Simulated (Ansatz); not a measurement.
## Cs, space group P6_3/mmc: a comparison of functionals at one structure, step by step

Program: Ansatz 0.2.0, Python API.

Typed at the interpreter:
```pycon
>>> import warnings
>>> import ansatz as az
>>> import numpy as np
>>> params = {
...     "kmesh": (5, 5, 2),
...     "filling": "Fermi-Dirac",
...     "sigma": 0.05,
... }
>>> warnings.simplefilter("ignore", az.DeckWarning)
>>> vectors = np.array([
...     [5.56590857, 0.0, 0.0],
...     [-2.78295428, 4.82021822, 0.0],
...     [0.0, 0.0, 18.52157517],
... ])
>>> crystal = (
...     az.Lattice.of(vectors)
...     .atom("Cs", (0.0, 0.0, 0.0))
...     .atom("Cs", (1 / 3, 2 / 3, 0.25))
...     .atom("Cs", (0.0, 0.0, 0.5))
...     .atom("Cs", (2 / 3, 1 / 3, 0.75))
... )
>>> model = (
...     crystal.calculation()
...     .kpoints(*params["kmesh"])
...     .occupations(params["filling"], width=params["sigma"])
...     .basis(20 * az.Ha)
... )
>>> rows = []
>>> for value in ["blyp", "pbesol", "r2scan"]:
...     report = model.functional(value).run().report
...     rows.append((value, report["free_energy_ev"] / len(report["lattice"]["sites"]), report["n_iterations"], report["n_kpoints"]))
...
>>> print("  functional   F/atom (eV)    iterations      k-points")
  functional   F/atom (eV)    iterations      k-points
>>> for row in rows:
...     print(f"{str(row[0]):>12s}  {row[1]:12.5f}  {row[2]:12d}  {row[3]:12d}")
...
        blyp   -5689.41096             8            10
      pbesol   -5585.79881             7            10
      r2scan   -5685.93860             7            10
```

Reading the output:
- BLYP can be off by several per cent in the lattices of metals, and by several GPa in the pressure at a fixed cell.
- This isn't the structure that Cs takes at ambient conditions.
- Total energies of different functionals can't be compared; pressures, moments and gaps at this one structure can.
- The whole script took 44 s on 1 thread of Intel(R) Xeon(R) Platinum 8259CL CPU @ 2.50GHz (Skylake/Cascade Lake) (shared host), peak memory 1.6 GiB.
